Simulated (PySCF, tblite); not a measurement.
# C₃H₁₃PSi₂: a rotation path, then NMR shifts on frames, part 2 of 2

tblite 0.8.0 and PySCF 2.14.0. Atoms count from 0.

## (5) Nuclear shieldings: image 4, PBE0/pcSseg-1

What the job is given:

```
{"job": {"kind": "nmr", "xc": "PBE0", "basis": "pcSseg-1", "pop": false}, "charge": 0, "multiplicity": 1}
C     -1.198300    -1.712500    -0.077100
C     -1.153000    -0.204100    -0.303400
C     -2.553600     0.384500    -0.158500
Si     0.087900     0.653400     0.880300
P      1.589200     1.722700    -0.386700
Si     3.262000     0.259200    -0.549800
H     -1.892300    -2.182900    -0.773700
H     -0.216600    -2.160400    -0.219500
H     -1.532300    -1.933200     0.935000
H     -0.823000    -0.029500    -1.335200
H     -2.943500     0.194500     0.839700
H     -2.542700     1.459500    -0.321800
H     -3.235800    -0.063800    -0.880600
H     -0.575200     1.667700     1.707700
H      0.688400    -0.332000     1.794300
H      2.140900     2.424500     0.663800
H      4.482400     1.031500    -0.781800
H      2.970200    -0.605900    -1.692300
H      3.435500    -0.563900     0.652100
```

Method: GIAO PBE0/pcSseg-1 NMR shielding, non-relativistic, gas phase.

The program printed:

```text
coarse grid: 16192 points
cycle   1  E = -1041.8325618782  dE =  1.398e-01  |g| = 3.796e-01  |ddm| = 3.704e+00
cycle   2  E = -1041.8204144841  dE =  1.215e-02  |g| = 4.397e-01  |ddm| = 7.793e-01
cycle   3  E = -1041.8718575335  dE = -5.144e-02  |g| = 3.987e-02  |ddm| = 4.380e-01
cycle   4  E = -1041.8721589334  dE = -3.014e-04  |g| = 1.972e-02  |ddm| = 5.616e-02
cycle   5  E = -1041.8722531445  dE = -9.421e-05  |g| = 3.456e-03  |ddm| = 2.138e-02
cycle   6  E = -1041.8722558589  dE = -2.714e-06  |g| = 6.035e-04  |ddm| = 4.140e-03
final grid: 139240 points
cycle   7  E = -1041.9063379545  dE = -3.527e-05  |g| = 7.617e-03  |ddm| = 3.026e-02
cycle   8  E = -1041.9063298313  dE =  8.123e-06  |g| = 9.373e-03  |ddm| = 1.520e-02
cycle   9  E = -1041.9063529627  dE = -2.313e-05  |g| = 5.879e-04  |ddm| = 8.757e-03
cycle  10  E = -1041.9063530352  dE = -7.249e-08  |g| = 1.842e-04  |ddm| = 6.435e-04
cycle  11  E = -1041.9063530431  dE = -7.889e-09  |g| = 3.544e-05  |ddm| = 1.724e-04
cycle  12  E = -1041.9063530434  dE = -3.067e-10  |g| = 5.485e-06  |ddm| = 5.183e-05
converged SCF energy = -1041.9063530434

GIAO shielding tensors (ppm)
atom      isotropic    diamagn.    paramagn.     s11        s22        s33       span
  0 C      162.448     248.150     -85.701    146.743    158.147    182.455     35.713
  1 C      168.295     251.653     -83.358    157.356    168.358    179.171     21.815
  2 C      162.731     246.396     -83.665    146.226    158.954    183.012     36.786
  3 Si     369.688     882.420    -512.732    328.755    353.912    426.396     97.641
  4 P      656.198     969.951    -313.753    594.528    616.951    757.114    162.586
  5 Si     424.723     880.049    -455.326    375.645    433.329    465.195     89.550
  6 H       30.510      30.515      -0.005     26.201     27.676     37.655     11.454
  7 H       30.388      32.008      -1.620     25.093     29.653     36.417     11.324
  8 H       30.758      31.341      -0.583     27.218     28.693     36.362      9.144
  9 H       30.672      34.574      -3.903     27.125     29.460     35.430      8.305
 10 H       30.770      30.164       0.605     27.071     28.764     36.474      9.403
 11 H       30.231      30.057       0.175     25.113     28.991     36.591     11.478
 12 H       30.473      29.405       1.068     25.973     27.667     37.781     11.808
 13 H       27.434      31.470      -4.036     23.674     26.647     31.980      8.306
 14 H       27.415      31.830      -4.415     23.870     26.940     31.436      7.566
 15 H       31.439      31.170       0.269     24.761     27.858     41.697     16.935
 16 H       27.442      28.548      -1.106     23.495     24.994     33.836     10.340
 17 H       27.659      29.729      -2.070     24.234     25.725     33.018      8.783
 18 H       27.482      29.310      -1.828     23.644     25.958     32.845      9.201
```

It took 37 s on 1 thread of Intel Xeon Platinum 8375C at 2.90GHz, shared host; peak memory 0.86 GiB.

In short: δ C0 24.5, C2 24.2, C1 18.6, Si3 -20.5, H14 4.30, H13 4.28 ppm.

## (6) NMR shieldings: image 6, PBE0/pcSseg-1

What the job is given:

```
{"job": {"kind": "nmr", "xc": "PBE0", "basis": "pcSseg-1", "pop": false}, "charge": 0, "multiplicity": 1}
C     -1.568300    -1.793800     0.251800
C     -1.069200    -0.440000    -0.239400
C     -2.245700     0.504600    -0.473700
Si     0.184600     0.331200     0.980800
P      1.424500     1.793400    -0.171500
Si     3.227000     0.601000    -0.720400
H     -2.274100    -2.223800    -0.458400
H     -0.743600    -2.491800     0.377700
H     -2.072300    -1.687100     1.210100
H     -0.568400    -0.594000    -1.203200
H     -2.814700     0.637300     0.444700
H     -1.896800     1.480900    -0.804900
H     -2.917700     0.105200    -1.233000
H     -0.507600     1.078700     2.037700
H      0.983200    -0.723700     1.626400
H      1.989800     2.358700     0.951800
H      4.328700     1.546700    -0.897500
H      2.924800    -0.082500    -1.977600
H      3.606300    -0.391600     0.291200
```

With the program's defaults for keys left out, this is: GIAO PBE0/pcSseg-1 NMR shielding, non-relativistic, gas phase.

The program printed:

```text
coarse grid: 16192 points
cycle   1  E = -1041.8344852581  dE =  1.426e-01  |g| = 3.800e-01  |ddm| = 3.704e+00
cycle   2  E = -1041.8217560363  dE =  1.273e-02  |g| = 4.422e-01  |ddm| = 7.869e-01
cycle   3  E = -1041.8738113705  dE = -5.206e-02  |g| = 4.036e-02  |ddm| = 4.452e-01
cycle   4  E = -1041.8741253392  dE = -3.140e-04  |g| = 1.950e-02  |ddm| = 5.630e-02
cycle   5  E = -1041.8742159990  dE = -9.066e-05  |g| = 3.560e-03  |ddm| = 2.074e-02
cycle   6  E = -1041.8742189171  dE = -2.918e-06  |g| = 6.348e-04  |ddm| = 4.413e-03
final grid: 139240 points
cycle   7  E = -1041.9085688962  dE = -2.926e-05  |g| = 7.596e-03  |ddm| = 2.655e-02
cycle   8  E = -1041.9085607860  dE =  8.110e-06  |g| = 9.353e-03  |ddm| = 1.516e-02
cycle   9  E = -1041.9085837406  dE = -2.295e-05  |g| = 5.842e-04  |ddm| = 8.685e-03
cycle  10  E = -1041.9085838109  dE = -7.031e-08  |g| = 1.789e-04  |ddm| = 6.420e-04
cycle  11  E = -1041.9085838184  dE = -7.517e-09  |g| = 3.038e-05  |ddm| = 1.570e-04
cycle  12  E = -1041.9085838187  dE = -2.110e-10  |g| = 5.076e-06  |ddm| = 4.430e-05
converged SCF energy = -1041.9085838187

GIAO shielding tensors (ppm)
atom      isotropic    diamagn.    paramagn.     s11        s22        s33       span
  0 C      163.606     247.132     -83.526    146.778    158.339    185.702     38.923
  1 C      168.996     251.265     -82.269    163.737    165.057    178.193     14.457
  2 C      165.267     247.638     -82.371    153.315    157.010    185.475     32.160
  3 Si     372.391     882.580    -510.188    324.112    361.552    431.510    107.398
  4 P      660.219     970.012    -309.792    595.776    627.514    757.368    161.592
  5 Si     424.542     880.062    -455.520    375.179    432.752    465.695     90.516
  6 H       30.388      29.817       0.572     25.907     27.659     37.599     11.693
  7 H       30.377      30.984      -0.608     25.229     28.868     37.033     11.804
  8 H       30.816      30.493       0.323     27.072     28.778     36.599      9.527
  9 H       30.775      34.839      -4.064     26.986     29.677     35.661      8.675
 10 H       30.949      30.719       0.229     27.312     28.756     36.779      9.467
 11 H       30.024      30.807      -0.783     24.302     30.053     35.716     11.414
 12 H       30.417      29.942       0.474     26.046     27.466     37.738     11.692
 13 H       27.495      31.564      -4.069     24.012     26.326     32.146      8.134
 14 H       27.315      31.940      -4.625     23.198     27.012     31.735      8.537
 15 H       31.516      31.206       0.309     24.764     28.010     41.773     17.009
 16 H       27.464      28.542      -1.078     23.519     25.012     33.860     10.341
 17 H       27.698      29.700      -2.003     24.147     25.778     33.168      9.020
 18 H       27.506      29.286      -1.780     23.594     25.976     32.947      9.353
```

Wall time 42 s (1 thread of Intel Xeon Platinum 8375C at 2.90GHz, shared host); peak memory 0.95 GiB.

Key values: δ C0 23.3, C2 21.7, C1 17.9, Si3 -23.2, H14 4.40, H16 4.25 ppm.

## (7) Nuclear shieldings: image 8, PBE0/pcSseg-1

What the job is given:

```
{"job": {"kind": "nmr", "xc": "PBE0", "basis": "pcSseg-1", "pop": false}, "charge": 0, "multiplicity": 1}
C     -1.796100    -1.689100     0.452900
C     -0.834900    -0.636700    -0.087600
C     -1.596500     0.439800    -0.854900
Si     0.205600     0.133300     1.317300
P      1.327300     1.876100     0.479900
Si     2.698000     0.903700    -0.984200
H     -2.363300    -2.145900    -0.357400
H     -1.257500    -2.474100     0.978100
H     -2.501100    -1.240200     1.149000
H     -0.155600    -1.132100    -0.791800
H     -2.327800     0.924600    -0.210500
H     -0.912800     1.202900    -1.227500
H     -2.125300     0.011600    -1.706200
H     -0.652000     0.667700     2.382300
H      1.074100    -0.900400     1.903200
H      2.240000     1.924600     1.510900
H      3.776300     1.852700    -1.258100
H      1.921200     0.649400    -2.196900
H      3.270600    -0.358700    -0.505700
```

Method: GIAO PBE0/pcSseg-1 NMR shielding, non-relativistic, gas phase.

The program printed:

```text
coarse grid: 16192 points
cycle   1  E = -1041.8355706286  dE =  1.544e-01  |g| = 3.772e-01  |ddm| = 3.714e+00
cycle   2  E = -1041.8233347745  dE =  1.224e-02  |g| = 4.378e-01  |ddm| = 7.811e-01
cycle   3  E = -1041.8742731435  dE = -5.094e-02  |g| = 4.067e-02  |ddm| = 4.412e-01
cycle   4  E = -1041.8745944228  dE = -3.213e-04  |g| = 1.948e-02  |ddm| = 5.863e-02
cycle   5  E = -1041.8746864203  dE = -9.200e-05  |g| = 3.774e-03  |ddm| = 2.244e-02
cycle   6  E = -1041.8746898268  dE = -3.406e-06  |g| = 6.482e-04  |ddm| = 5.054e-03
final grid: 139240 points
cycle   7  E = -1041.9092922535  dE = -3.043e-05  |g| = 7.296e-03  |ddm| = 2.845e-02
cycle   8  E = -1041.9092847842  dE =  7.469e-06  |g| = 8.977e-03  |ddm| = 1.468e-02
cycle   9  E = -1041.9093059620  dE = -2.118e-05  |g| = 5.800e-04  |ddm| = 8.449e-03
cycle  10  E = -1041.9093060336  dE = -7.158e-08  |g| = 1.870e-04  |ddm| = 6.707e-04
cycle  11  E = -1041.9093060418  dE = -8.223e-09  |g| = 2.988e-05  |ddm| = 1.601e-04
cycle  12  E = -1041.9093060420  dE = -1.983e-10  |g| = 5.153e-06  |ddm| = 4.302e-05
converged SCF energy = -1041.9093060420

GIAO shielding tensors (ppm)
atom      isotropic    diamagn.    paramagn.     s11        s22        s33       span
  0 C      164.979     246.194     -81.215    151.739    155.006    188.192     36.453
  1 C      171.119     251.577     -80.457    163.863    172.022    177.473     13.609
  2 C      165.566     249.460     -83.894    153.888    159.197    183.614     29.727
  3 Si     380.474     882.132    -501.658    345.558    359.780    436.084     90.526
  4 P      658.605     969.968    -311.363    586.374    628.125    761.317    174.943
  5 Si     432.161     880.432    -448.271    395.769    435.159    465.555     69.786
  6 H       30.340      29.342       0.998     25.736     27.616     37.668     11.932
  7 H       30.402      29.865       0.537     25.361     28.459     37.388     12.027
  8 H       30.848      29.985       0.863     26.867     28.937     36.738      9.871
  9 H       30.731      34.680      -3.949     26.431     29.851     35.910      9.479
 10 H       30.926      31.478      -0.552     27.641     28.390     36.747      9.106
 11 H       30.296      32.402      -2.106     23.920     31.604     35.364     11.444
 12 H       30.445      30.943      -0.499     26.278     27.409     37.648     11.370
 13 H       27.522      30.945      -3.422     23.837     26.024     32.705      8.867
 14 H       27.220      31.209      -3.990     23.137     26.084     32.438      9.301
 15 H       31.477      30.966       0.511     25.091     27.634     41.705     16.614
 16 H       27.574      28.850      -1.276     23.641     24.941     34.142     10.501
 17 H       27.799      30.278      -2.479     23.875     26.838     32.683      8.809
 18 H       27.575      29.685      -2.110     23.699     25.801     33.226      9.527
```

Wall time 39 s (1 thread of Intel Xeon Platinum 8375C at 2.90GHz, shared host); peak memory 0.88 GiB.

Key values: δ C0 21.9, C2 21.4, C1 15.8, Si3 -31.3, H14 4.50, H13 4.19 ppm.

## (8) Comparing the runs: NMR shifts

Shifts (ppm) of some atoms, chosen among heavy atoms and hydrogens apart, with basis size and wall time:

```csv
frame,C2,C1,H11,H8,Si3,Si5,P4,functions,time
image 0,21.5,18.4,1.34,0.60,-25.2,-74.1,-339.4,188,45 s
image 2,23.5,20.2,1.40,0.84,-23.7,-75.3,-338.0,188,37 s
image 4,24.2,18.6,1.49,0.96,-20.5,-75.6,-337.8,188,37 s
image 6,21.7,17.9,1.69,0.90,-23.2,-75.4,-341.8,188,42 s
image 8,21.4,15.8,1.42,0.87,-31.3,-83.0,-340.2,188,39 s
```

## (9) What came out

This closing draws on all 2 parts.

```
                                         quantity                                                                             value
                                          barrier                                                0.070 eV (1.6 kcal/mol) at image 4
                            end to end (GFN2-xTB)                                                                         -0.005 eV
  13C shifts against TMS (PBE0/pcSseg-1, image 0)                                                              21.8, 21.5, 18.4 ppm
   1H shifts against TMS (PBE0/pcSseg-1, image 0)  4.52, 4.28, 4.20, 4.19, 4.03, 1.35, 1.34, 1.32, 1.23, 1.13, 0.81, 0.60, 0.27 ppm
 29Si shifts against TMS (PBE0/pcSseg-1, image 0)                                                                  -25.2, -74.1 ppm
31P shifts against H3PO4 (PBE0/pcSseg-1, image 0)                                                                        -339.4 ppm
                        range of the shift of Si3                                                                -31.3 to -20.5 ppm
```

Along the band the dihedral turns by 136°, and the top (dihedral 245°) lies 1.6 kcal/mol above the start (GFN2-xTB, rough), so at room temperature this motion is fast. The top was not checked by a frequency run. Shifts at one fixed geometry are not the observed spectrum, which averages over the motion. In the first frame run (image 0): The widest tensor belongs to P4: span 153 ppm, with a paramagnetic part of -312 ppm. In ppm, Si3 moves most: its shift spreads over 10.8 ppm, from -31.3 (image 8) to -20.5 (image 4).
